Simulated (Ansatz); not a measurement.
# VRe: how the settings move a single-point run

Aim: see which settings change the result for VRe, by how much, and at what cost.

Method: reference: DFT, r2SCAN, PAW with Ansatz's default frozen-core files, scalar-relativistic, in Ansatz 0.2.0.

3 further runs of the same task are left out: 3 that didn't finish.

## Step 1: The structure to begin with

Symmetry: Cm, No. 8, monoclinic system. The conventional cell has a = 3.030 Å, b = 4.373 Å, c = 4.231 Å, α = 90.00°, β = 90.00°, γ = 90.00°. V (site symmetry m) has 1 Re at 1.82 Å as nearest neighbours. Around Re (site symmetry m) lie 1 V at 1.82 Å.

As a file:

```
CELL_PARAMETERS angstrom
1.51485 -2.18667 0.00000
1.51485 2.18667 0.00000
0.00000 0.00000 4.23057
ATOMIC_POSITIONS crystal
V 0.42500 0.42500 0.42500
Re 0.07500 0.07500 0.07500
```

## Step 2: The reference run

The input, input.yaml:

```yaml
crystal:
  lattice:
    - [1.51484665, -2.1866679986, 0.0]
    - [1.51484665, 2.1866679986, 0.0]
    - [0.0, 0.0, 4.2305703037]
  atoms:
    - { symbol: V, position: [0.425, 0.425, 0.425] }
    - { symbol: Re, position: [0.075, 0.075, 0.075] }
kpoints:
  mp_grid: { grid: [12, 12, 7] }
scf:
  occupations: { method: fermi_dirac, width: 0.05 }
hamiltonian:
  xc: r2scan
  pseudopotentials: { kind: paw }
output:
  forces: true
  stress: true
  eigenvalues: true
  efg: { contact_densities: true }
  populations: true
  write_density: true
  write_potential: true
  elf: true
  volumetric_format: npy
```

Launch:

```bash
$ ansatz run input.yaml --threads 1 --pin off --max-ram 2048MiB --backend cpu --events-out ev --progress --plain --runs-dir out
```

## Step 3: Changing settings: mp_grid.grid [18, 18, 10], accuracy medium

input.yaml, as its differences from that of step 2:

```diff
@@ -9,3 +9,3 @@
 kpoints:
-  mp_grid: { grid: [12, 12, 7] }
+  mp_grid: { grid: [18, 18, 10] }
 scf:
@@ -21,5 +21,2 @@
   populations: true
-  write_density: true
-  write_potential: true
-  elf: true
-  volumetric_format: npy
+accuracy: medium
```

**Question.** What will these runs give? Wanted: for each run, ending; energy change; pressure; gap; force.

As calculated:

| run | ending | energy change | pressure (GPa) | gap (eV) | force (eV/Å) | cycles | time |
| --- | --- | --- | --- | --- | --- | --- | --- |
| reference | converged | 0 | 76.0 | 0.00 | 15.02 | 10 | 44 s |
| 1: mp_grid.grid [18, 18, 10], accuracy medium | converged | 0.0 meV/atom | 76.0 | 0.00 | 15.10 | 10 | 1.9 min |

Times don't compare one to one where runs were asked for different outputs or read a saved state (see the inputs); cycles may leave out searches for a lower state.

Residual by cycle in the longest SCF loop of each run; runs are numbered as in the table. The quantity is the density residual dr2, in eV.

| cycle | reference | run 1 |
| --- | --- | --- |
| 1 | 1.53 | 1.5 |
| 2 | 0.754 | 0.736 |
| 3 | 0.0115 | 0.0113 |
| 4 | 0.00596 | 0.00588 |
| 5 | 1.7e-4 | 1.7e-4 |
| 6 | 1.5e-4 | 1.5e-4 |
| 7 | 2.3e-5 | 2.3e-5 |
| 8 | 1.6e-6 | 1.6e-6 |
| 9 | 1.1e-7 | 1.1e-7 |
| 10 | 1.6e-9 | 1.4e-9 |

**Reading.** Changing the k-point mesh and accuracy level moves the energy by 0.0 meV/atom, and the largest force goes from 15.02 to 15.10 eV/Å. The structure is not at rest: the sound run finds 76 GPa, so these are no properties of the relaxed crystal. 
